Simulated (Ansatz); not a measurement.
# GeNH₂ (doublet): the correlation ladder at twist about Ge1–N2 = 120.0°, cc-pVDZ

One table from this session's results is given with a row withheld; the runs are named, their logs left out.

The runs use Ansatz 0.2.0, Gaussian basis; cc-pVDZ, core rule «outside noble gas», up to 15 orbitals frozen.

To be run: UHF; CCSD(T) on ROHF; CCSD(T) on UHF; BCCD(T) on ROHF; CISD; CCSDT(Q) on ROHF; CCSDT(Q) on UHF; CASSCF and MRCISD+Q, 3 electrons in 3 orbitals; CASSCF and NEVPT2, 3 electrons in 3 orbitals.

41 further runs of the same task are left out: 18 for a known fault of the program, 4 for a mislabelled method, 14 that didn't finish, 5 set aside as unsound or not needed.

### The geometry

The geometry derives from a PBE0/def2-TZVP stationary point (not a proven minimum). One half is turned about the bond named; the halves are rigid. No spin-orbit coupling is included. The filled d shell of Ge may be among the frozen orbitals whatever the setting's name suggests; the logs give the count.

4 atoms, charge 0, spin multiplicity 2.

Atoms are counted from 1 here; the program's logs count them from 0.

Bond lengths: Ge1–N2 1.713 Å, Ge1–H3 1.581 Å, N2–H4 1.013 Å. Angles: N2–Ge1–H3 106.3°, Ge1–N2–H4 127.4°.

As a file:

```
Ge    0.0079   -0.0642    0.2857
N     0.0079    0.1856   -1.4088
H     0.0079    1.3720    0.9466
H    -0.6897    0.6737   -1.9585
```

Set-up of the first run:

Contents of in.yaml:

```yaml
crystal:
  periodic: [false, false, false]
  atoms:
    - {symbol: Ge, position_ang: [0.007930, -0.064170, 0.285689]}
    - {symbol: N, position_ang: [0.007930, 0.185578, -1.408792]}
    - {symbol: H, position_ang: [0.007930, 1.372010, 0.946604]}
    - {symbol: H, position_ang: [-0.689651, 0.673697, -1.958490]}
basis:
  gaussian: {orbitals: cc-pVDZ}
magnetization: {spin_polarized: true, initial_magnetization: 1}
hamiltonian: {xc: hf}
output: {orbitals: {seedname: orbitals}}
```

The run is started by

```console
> ansatz run in.yaml --threads 1 --pin off --events-out ev --progress --plain --max-ram 2393MiB
```

Steps of the session up to this table: UHF; CCSD(T) on ROHF; CCSD(T) on UHF; BCCD(T) on ROHF; CISD; CCSDT(Q) on ROHF; CCSDT(Q) on UHF; CASSCF and MRCISD+Q, 3 electrons in 3 orbitals; CASSCF and NEVPT2, 3 electrons in 3 orbitals.

One table of the session follows, with a row left open; its other results are not shown here.

It belongs to the step «Misses and costs». 

```
       method  from RCCSDT(Q) (kJ/mol)
         ROHF                   +719.2
          UHF                   +695.9
         RMP2                   +139.9
         UMP2                   +140.0
        RCCSD                    +33.6
        UCCSD                    +33.3
     RCCSD(T)                     +9.6
     UCCSD(T)                     +9.6
      BCCD(T)                     +7.7
       RCCSDT                     +3.3
       UCCSDT                        ?
    RCCSDT(Q)                        0
    UCCSDT(Q)                     -0.3
  CASSCF pair                   +672.0
  MRCISD pair                    +97.9
MRCISD+Q pair                    +29.4
```

Estimate the missing values for UCCSDT.

The run gave: from RCCSDT(Q) (kJ/mol): +3.1. In the column «from RCCSDT(Q) (kJ/mol)» it lies between RCCSDT(Q) (0) and RCCSDT (+3.3).

Not comparable, so not listed: CISD; CASSCF and NEVPT2, 3 electrons in 3 orbitals (they don't share determinant, frozen orbitals or solution with the rows shown, or repeat one).

Limits of these values: Warnings: spin contamination; large T1 diagnostic. Restricted and unrestricted rows rest on different reference determinants; where their highest levels disagree by more than a few hundredths of an eV, they describe different states and don't form one ladder. Warnings in the runs' records: passed over end.
